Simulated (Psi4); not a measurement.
# CH6In− ([InMeH3]-) at HSE06/def2-SVP (core potential)

Aim: the energy change on altering one bond length of CH6In− ([InMeH3]-) at HSE06/def2-SVP (core potential), from 2 runs. 

The calculation is run with Psi4 1.11.

2 further runs of the same task are left out: 2 set aside as unsound or not needed.

## Step 1: Starting point

CH6In−: 8 atoms, total charge -1, spin state singlet. As SMILES, `[H][In-]([H])([H])[CH3]`. Geometry: a GFN1-xTB relaxation, a rough one for these elements and not checked as a minimum.

Bond lengths: In1–C2 2.289 Å, C2–H3 1.100 Å, C2–H4 1.100 Å, C2–H5 1.100 Å, In1–H6 1.764 Å, In1–H7 1.763 Å, In1–H8 1.764 Å. Some angles: In1–C2–H3 113.3°, In1–C2–H4 113.3°, In1–C2–H5 113.4°, C2–In1–H6 109.2°, C2–In1–H7 109.3°, C2–In1–H8 109.2°, H3–C2–H4 105.4°, H3–C2–H5 105.4°, H4–C2–H5 105.4°, H6–In1–H7 109.7°.

## Step 2: A single-point energy at HSE06/def2-SVP (core potential)

Input file ch6in.xyz:

```xyz
8
CH6In
In    -0.001350     0.004040    -1.090270
C      0.001900    -0.004620     1.198730
H     -1.006230     0.050170     1.635270
H      0.555220     0.839750     1.635590
H      0.458590    -0.907510     1.631170
H      1.663550    -0.013990    -1.671780
H     -0.817460     1.457620    -1.665590
H     -0.854210    -1.425450    -1.673120
```

Input file run.py:

```python
import psi4

psi4.set_memory('1600 MB')
psi4.set_num_threads(1)
psi4.set_output_file('run.log', False)

with open('ch6in.xyz') as f:
    atoms = ''.join(f.readlines()[2:])
mol = psi4.geometry('-1 1\n' + atoms + 'symmetry c1\nno_reorient\nno_com')

psi4.set_options({
    'basis': 'def2-SVP',
    'puream': True,
    'e_convergence': 1e-09,
    'd_convergence': 1e-08,
    'scf_type': 'pk',
    'dft_radial_points': 99,
    'dft_spherical_points': 590,
})

E, wfn = psi4.energy("hse06", return_wfn=True)
print('E =', round(E, 9))
```

Command:

```
$ python run.py
```

run.log (excerpt; [...] marks lines left out):

```text
[...]
    !!!  WARNING: ECP capability is in beta. Please check occupations closely.  !!!
[...]
  Running in c1 symmetry.
[...]
  Nuclear repulsion =   73.746356879251891
[...]
  Multiplicity = 1
[...]
  Nalpha       = 17
  Nbeta        = 17
[...]
    Number of basis functions: 70
[...]
   @RKS iter   1:  -231.39077512225430   -9.82315e-01   1.08930e-02 ADIIS/DIIS
[...]
   @RKS iter  11:  -231.74526321990027   -9.91918e-12   8.34977e-10 DIIS
[...]
    Orbital Energies [Eh]
    ---------------------
    Doubly Occupied:
       1A    -10.016403     2A     -4.458655     3A     -2.852533
       4A     -2.852524     5A     -2.851833     6A     -0.529812
       7A     -0.527360     8A     -0.527348     9A     -0.519776
      10A     -0.519759    11A     -0.473657    12A     -0.209787
      13A     -0.195718    14A     -0.195655    15A     -0.062055
      16A     -0.061919    17A     -0.054296
[...]
  @RKS Final Energy:  -231.74526321990027
   => Energetics <=
    Nuclear Repulsion Energy =             73.7463568792518913
    One-Electron Energy =                -543.5215894343573382
    Two-Electron Energy =                 257.2017839696103465
    DFT Exchange-Correlation Energy =     -19.1718146344051554
    Empirical Dispersion Energy =           0.0000000000000000
    VV10 Nonlocal Energy =                  0.0000000000000000
    Total Energy =                       -231.7452632199002664
[...]
 Multipole Moments:
 ------------------------------------------------------------------------------------
     Multipole            Electronic (a.u.)      Nuclear  (a.u.)        Total (a.u.)
 ------------------------------------------------------------------------------------
 L = 1.  Multiply by 2.5417464519 to convert [e a0] to [Debye]
 Dipole X            :          0.0360812           -0.0330513            0.0030298
 Dipole Y            :         -0.1148042            0.1090561           -0.0057481
 Dipole Z            :         31.7323693          -29.8798771            1.8524923
 Magnitude           :                                                    1.8525037
[...]
```

Standard output:

```text
Memory set to   1.490 GiB by Python driver.
  Threads set to 1 by Python driver.
E = -231.74526322
```

Wall time 24 s (1 thread of Intel Xeon 6975P-C (Granite Rapids), shared host); peak memory 1.1 GiB.

## Step 3: The distorted shape: energy and forces at HSE06/def2-SVP (core potential)

Input file job.dat:

```
memory 1600 MB

molecule m {
  -1 1
  In    -0.002325     0.006638    -1.776946
  C      0.001900    -0.004620     1.198730
  H     -1.006230     0.050170     1.635270
  H      0.555220     0.839750     1.635590
  H      0.458590    -0.907510     1.631170
  H      1.662575    -0.011392    -2.358456
  H     -0.818435     1.460218    -2.352266
  H     -0.855185    -1.422852    -2.359796
  symmetry c1
  no_reorient
  no_com
}

set {
  reference rks
  puream true
  e_convergence 1e-09
  d_convergence 1e-08
  scf_type pk
  dft_radial_points 99
  dft_spherical_points 590
}

E, wfn = gradient('hse06/def2-SVP', return_wfn=True)
oeprop(wfn, 'MAYER_INDICES', 'WIBERG_LOWDIN_INDICES', 'MULLIKEN_CHARGES', title='HSE06')
```

Command:

```
$ psi4 -n 1 job.dat job.out
```

job.out (excerpt; [...] marks lines left out):

```text
[...]
    !!!  WARNING: ECP capability is in beta. Please check occupations closely.  !!!
[...]
  Running in c1 symmetry.
[...]
  Nuclear repulsion =   64.301701266564550
[...]
  Multiplicity = 1
[...]
  Nalpha       = 17
  Nbeta        = 17
[...]
    Number of basis functions: 70
[...]
   @RKS iter   1:  -231.35521066319015   -1.08646e+00   1.07225e-02 DIIS/ADIIS
[...]
   @RKS iter  11:  -231.70623123236845   -2.67164e-11   4.09321e-09 DIIS
[...]
  @RKS Final Energy:  -231.70623123236845
   => Energetics <=
    Nuclear Repulsion Energy =             64.3017012665645495
    One-Electron Energy =                -524.1300665727378600
    Two-Electron Energy =                 247.2401152554280088
    DFT Exchange-Correlation Energy =     -19.1179811816231826
    Empirical Dispersion Energy =           0.0000000000000000
    VV10 Nonlocal Energy =                  0.0000000000000000
    Total Energy =                       -231.7062312323684523
[...]
 Multipole Moments:
 ------------------------------------------------------------------------------------
     Multipole            Electronic (a.u.)      Nuclear  (a.u.)        Total (a.u.)
 ------------------------------------------------------------------------------------
 L = 1.  Multiply by 2.5417464519 to convert [e a0] to [Debye]
 Dipole X            :          0.0807389           -0.0772709            0.0034680
 Dipole Y            :         -0.2338419            0.2268843           -0.0069576
 Dipole Z            :         63.1423627          -61.0229869            2.1193758
 Magnitude           :                                                    2.1193901
[...]
  -Total Gradient:
     Atom            X                  Y                   Z
    ------   -----------------  -----------------  -----------------
       1       -0.000030803483     0.000169693700    -0.027975602000
       2       -0.000084039741     0.000044428052     0.020903376110
       3        0.006664888280    -0.000368855217     0.004670760432
       4       -0.003628913264    -0.005587283822     0.004671609339
       5       -0.002893019328     0.005742666911     0.004836689674
       6       -0.004669225262     0.000088842007    -0.002342414285
       7        0.002293767107    -0.004140619611    -0.002389304675
       8        0.002347499534     0.004050766709    -0.002335668725
[...]
```

It took 29 s on 1 thread of Intel Xeon 6975P-C (Granite Rapids), shared host; peak memory 1 GiB.

## Step 4: What came out

Level: HSE06/def2-SVP (core potential).

```
                                                              quantity          value
                                             first shape: total energy  -231.74526 Eh
                                              first shape: HOMO energy       -1.48 eV
                                              first shape: LUMO energy        5.06 eV
    first shape: HOMO–LUMO gap (to an unbound level, set by the basis)        6.54 eV
                                         distorted shape: total energy  -231.70623 Eh
                                          distorted shape: HOMO energy       -0.65 eV
                                          distorted shape: LUMO energy        3.95 eV
distorted shape: HOMO–LUMO gap (to an unbound level, set by the basis)        4.59 eV
                             distorted shape: largest force on an atom     1.439 eV/Å
    energy change with the In1–C2 bond stretched from 2.289 to 2.976 Å       1.062 eV
```

What this shows: With the In1–C2 bond stretched from 2.289 to 2.976 Å the energy rises by 1.06 eV (102 kJ/mol). The first shape isn't relaxed at this level, so the change isn't measured from a minimum.
